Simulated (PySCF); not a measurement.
# C3H9NSi: the cost of one run

Computed with PySCF 2.14.0, with density-fitted response routines of our own, on a single molecule in the gas phase. Atoms are numbered from 0 throughout.

## Step 1: Starting geometry

14 atoms, charge 0, multiplicity 1; geometry from: GFN2-xTB. The atoms were then displaced at random by about 0.01 Å, so the start is not that level's minimum.

Bonds of the start (Å): C0–C1 1.56, C1–N2 1.44, N2–Si3 1.77, Si3–C4 1.92, C4–C0 1.51, C0–H5 1.08, C0–H6 1.09, C1–H7 1.10, C1–H8 1.11, N2–H9 1.00, Si3–H10 1.45, Si3–H11 1.45, C4–H12 1.08, C4–H13 1.08.

## Step 2: Geometry optimisation at PBE0-D3(BJ)/def2-SVP

What the job is given:

```
{"job": {"xc": "PBE0", "basis": "def2-SVP", "d3": "d3bj", "grid": 1, "shake": 0.01, "kind": "geom"}, "charge": 0, "multiplicity": 1}
C     -0.505700    -1.092300     0.343410
C     -1.321940     0.173140    -0.057880
N     -0.448260     1.301270     0.146490
Si     1.269570     0.947170    -0.058930
C      0.884100    -0.923220    -0.231480
H     -1.024630    -1.966750    -0.021450
H     -0.464150    -1.114490     1.428460
H     -1.618360     0.111330    -1.111240
H     -2.216940     0.292680     0.579590
H     -0.857580     2.203210     0.041320
H      1.972920     1.329010     1.153740
H      1.878720     1.488300    -1.256090
H      0.876970    -1.206320    -1.278360
H      1.568100    -1.558110     0.314670
```

Started as:

```
OMP_NUM_THREADS=1 python probes_run.py task.json out
```

One launch serves the whole session: the jobs run in the order shown.

**Question.** How long does this first job take on 1 thread of Arm Neoverse V2, shared host, and how much memory does it need?

About 24 s, with a peak of 0.48 GiB.
